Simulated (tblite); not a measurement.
# C4H9FS2Si: the cost of one run

The runs use tblite 0.8.0 and PySCF 2.14.0, with density-fitted response routines of our own; the level of theory stands in each step. All values are computed, except where a source is named. Atoms are numbered from 0 throughout.

## Step 1: The starting structure

17 atoms, charge 0, multiplicity 1; geometry from: force field or distance geometry start.

Bonds of the start (Å): C0–S1 1.82, S1–C2 1.82, C2–Si3 1.89, Si3–F4 1.62, C2–C5 1.53, C5–C6 1.51, C5–S7 1.68, C0–H8 1.09, C0–H9 1.09, C0–H10 1.09, C2–H11 1.09, Si3–H12 1.49, Si3–H13 1.48, C6–H14 1.10, C6–H15 1.09, C6–H16 1.10.

## Step 2: Optimising the geometry with GFN2-xTB

What the job is given:

```
{"job": {"kind": "relax", "xc": "GFN2-xTB", "basis": "xTB"}, "charge": 0, "multiplicity": 1}
C      2.320800    -1.021100     0.660000
S      1.157300     0.129900     1.459800
C      0.199600     0.667200     0.008100
Si    -0.786100     2.216800     0.435300
F     -1.963300     1.819400     1.471400
C     -0.662800    -0.477400    -0.536000
C     -1.572900    -1.261800     0.378900
S     -0.538400    -0.916200    -2.155100
H      1.785000    -1.890100     0.267100
H      3.035900    -1.370400     1.401800
H      2.848900    -0.515600    -0.146300
H      0.919300     0.978800    -0.747400
H      0.063800     3.263600     1.065400
H     -1.404900     2.781900    -0.779300
H     -1.891900    -0.656900     1.241500
H     -2.476700    -1.592500    -0.133700
H     -1.040600    -2.143500     0.756900
```

Run with:

```sh
$ OMP_NUM_THREADS=1 python probes_run.py task.json out
```

This one command runs all jobs of the session in turn.

Q: Estimate the wall time of this first job on 1 thread of Intel Xeon at 2.70GHz, shared host.

About 1.5 s.
